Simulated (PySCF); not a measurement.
# GaCl3: structure of the singlet

Aim: relax GaCl3 as a singlet from a trigonal planar start, check by its vibrations whether the end is a minimum, and collect its spectrum and constants.

Program: PySCF 2.14.0. Level of theory: PBE0, basis Ga def2-TZVP, Cl def2-TZVP, no relativity, density fitting. These are calculated values, not measurements.

## Step 1: Starting geometry

4 atoms, charge 0, spin multiplicity 1.

Bond lengths: Ga1–Cl2 2.230 Å, Ga1–Cl3 2.230 Å, Ga1–Cl4 2.230 Å. Angles: Cl2–Ga1–Cl3 120.0°, Cl2–Ga1–Cl4 120.0°, Cl3–Ga1–Cl4 120.0°.

Coordinates in bohr (charge 0 multiplicity 1):
```
Ga    0.0000    0.0000    0.0000
Cl    4.2141    0.0000    0.0000
Cl   -2.1070    3.6494    0.0000
Cl   -2.1070   -3.6494    0.0000
```

## Step 2: Finding the electronic state

One driver script runs all steps and calls PySCF; scf.py shows how it sets up the SCF of each step. The optimiser is the driver's own. After this first run the driver tries any further starts and a stability analysis.

scf.py reads:

```python
from pyscf import gto, scf, dft
mol = gto.M(atom='''
Ga     0.000000     0.000000     0.000000
Cl     2.230000     0.000000     0.000000
Cl    -1.115000     1.931200     0.000000
Cl    -1.115000    -1.931200     0.000000''',
    basis={'Ga': 'def2-TZVP', 'Cl': 'def2-TZVP'},
    charge=0, spin=0)
mf = dft.RKS(mol, xc='PBE0')
mf.grids.atom_grid = (50, 194)
aux = {'Ga': 'def2-universal-JKFIT', 'Cl': 'def2-universal-JKFIT'}
mf = mf.density_fit(auxbasis=aux)
mf.conv_tol = 1e-08
mf.diis_space = 10
mf.max_cycle = 60
mf.init_guess = 'minao'
mf.verbose = 4
mf.kernel()
```

Launch:

```bash
OMP_NUM_THREADS=4 python axn.py task.json out
```

After this run come: Trigonal planar start, singlet: relaxation; Hessian and properties.

What does the calculation give? Wanted: minimum; geometry; wavenumbers; dipole moment; highest occupied, lowest empty level; polar-tensor charge of Ga1; zero-point energy; atomisation energy.

The runs gave:

| quantity | value |
| --- | --- |
| minimum | singlet, D3h |
| geometry | Ga–Cl 2.113 Å (×3); Cl–Ga–Cl 120.0° (×3) |
| wavenumbers (cm⁻¹) | 124 (e'), 140 (a2''), 383 (a1'), 473 (e') |
| dipole moment | 0.00 D |
| highest occupied, lowest empty level | -9.46, -1.96 eV |
| polar-tensor charge of Ga1 | +1.56 e |
| zero-point energy | 10.3 kJ/mol |
| entropy at 298.15 K | 325.3 J/(mol K) |
| atomisation energy (no zero-point energy) | 1093 kJ/mol |

The molecule stays D3h, as typed, and the end point is a minimum. In the infrared the band at 473 cm⁻¹ (e', stretch) leads. The dipole vanishes although Ga1 carries +1.6 e by the polar tensor: the bond dipoles cancel. Only this shape and spin were tried, so other structures or states may lie lower.
